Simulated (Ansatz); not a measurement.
**C3H6Zn: one species, many methods**

One table from this session's results is given with a row withheld; the runs are named, their logs left out.

Computed with Ansatz 0.2.0, Gaussian basis. Level: functionals in def2-TZVPP, the program's frozen cores in correlated methods.

Plan: LDA (SPW92), PBE-D4, revPBE-D4, BLYP-D4, r2SCAN-D4, B97M-V, PBE0-D4, B3LYP-D4, r2SCANh-D4, r2SCAN0-D4, HSE06-D4, BHLYP-D4, CAM-B3LYP-D4, LC-ωPBE, ωB97X-V, ωB97M-V, B2PLYP, PBE-QIDH; CCSD(T)/def2-SVP; CCSD(T)/def2-TZVPP; MP2/def2-QZVPP; extrapolation to the limit; RPA on PBE.

### Structure used throughout

An earlier PBE0-D4 in a triple-zeta def2 set relaxation fixed the geometry.

10 atoms, charge 0, spin multiplicity 1.

Atoms are counted from 1 here; the program's logs count them from 0.

Bond lengths: C1–C2 1.326 Å, C1–H5 1.086 Å, C1–H6 1.084 Å, C2–C3 1.489 Å, C2–H7 1.088 Å, C3–H8 1.094 Å, C3–H9 1.096 Å, C3–H10 1.092 Å. Angles: C2–C1–H5 121.4°, C2–C1–H6 121.6°, H5–C1–H6 117.0°, C1–C2–C3 125.1°, C1–C2–H7 118.7°, C3–C2–H7 116.2°, C2–C3–H8 111.1°, C2–C3–H9 110.9°, C2–C3–H10 111.5°, H8–C3–H9 106.6°, H8–C3–H10 108.4°, H9–C3–H10 108.2°.

Set-up of the first run:

in.yaml reads:

```yaml
crystal:
  periodic: [false, false, false]
  atoms:
    - {symbol: C, position_ang: [-0.979918, 0.858744, -0.442778]}
    - {symbol: C, position_ang: [-0.328026, 0.280320, 0.556946]}
    - {symbol: C, position_ang: [0.297899, -1.069164, 0.502296]}
    - {symbol: Zn, position_ang: [2.427189, 1.124665, -1.858423]}
    - {symbol: H, position_ang: [-1.112134, 0.357563, -1.396999]}
    - {symbol: H, position_ang: [-1.407680, 1.849620, -0.344318]}
    - {symbol: H, position_ang: [-0.222215, 0.822049, 1.495020]}
    - {symbol: H, position_ang: [-0.107617, -1.723465, 1.280262]}
    - {symbol: H, position_ang: [1.377491, -1.005983, 0.677902]}
    - {symbol: H, position_ang: [0.138113, -1.545648, -0.466810]}
basis:
  gaussian: {orbitals: def2-TZVPP}
hamiltonian: {xc: lda}
output: {orbitals: {seedname: orbitals}}
```

Command:

```sh
$ ansatz run in.yaml --threads 4 --pin off --events-out ev --progress --plain --max-ram 10444MiB
```

Steps of the session up to this table: LDA; PBE-D4 (GGA); revPBE-D4 (GGA); BLYP-D4 (GGA); r2SCAN-D4 (meta-GGA); B97M-V (meta-GGA); B3LYP-D4 (hybrid); r2SCANh-D4 (hybrid); r2SCAN0-D4 (hybrid); HSE06-D4 (hybrid); BHLYP-D4 (hybrid); CAM-B3LYP-D4 (range-separated); LC-ωPBE (range-separated); ωB97X-V (range-separated); ωB97M-V (range-separated); B2PLYP (double hybrid); PBE-QIDH (double hybrid).

One table of the session follows, with a row left open; its other results are not shown here.

It belongs to the step «Frontier levels by functional». 

| functional | HOMO (eV) | gap (eV) |
| --- | --- | --- |
| LDA (SPW92) | -5.80 | 4.47 |
| PBE-D4 | -5.56 | 4.42 |
| revPBE-D4 | -5.47 | 4.41 |
| BLYP-D4 | -5.50 | 4.44 |
| r2SCAN-D4 | -5.77 | 4.88 |
| B97M-V | -5.50 | 4.40 |
| PBE0-D4 | -6.28 | 5.81 |
| B3LYP-D4 | -6.24 | 5.57 |
| r2SCANh-D4 | -6.05 | 5.40 |
| r2SCAN0-D4 | ? | ? |
| HSE06-D4 | -5.87 | 5.05 |
| BHLYP-D4 | -6.96 | 7.10 |
| CAM-B3LYP-D4 | -7.56 | 7.89 |
| LC-ωPBE | -8.64 | 9.91 |
| ωB97X-V | -8.36 | 9.53 |
| ωB97M-V | -8.36 | 9.33 |

Q: Estimate the row for r2SCAN0-D4 from the others.

Worked estimate for «HOMO (eV)». Against the share of exact exchange, r2SCAN-D4 (0, -5.77), r2SCANh-D4 (0.1, -6.05) give a slope of -2.80 per unit share; at 0.25 the line stands at -6.47.

The run gave: HOMO (eV): -6.46; gap (eV): 6.13. In «HOMO (eV)» the line misses by -0.01.
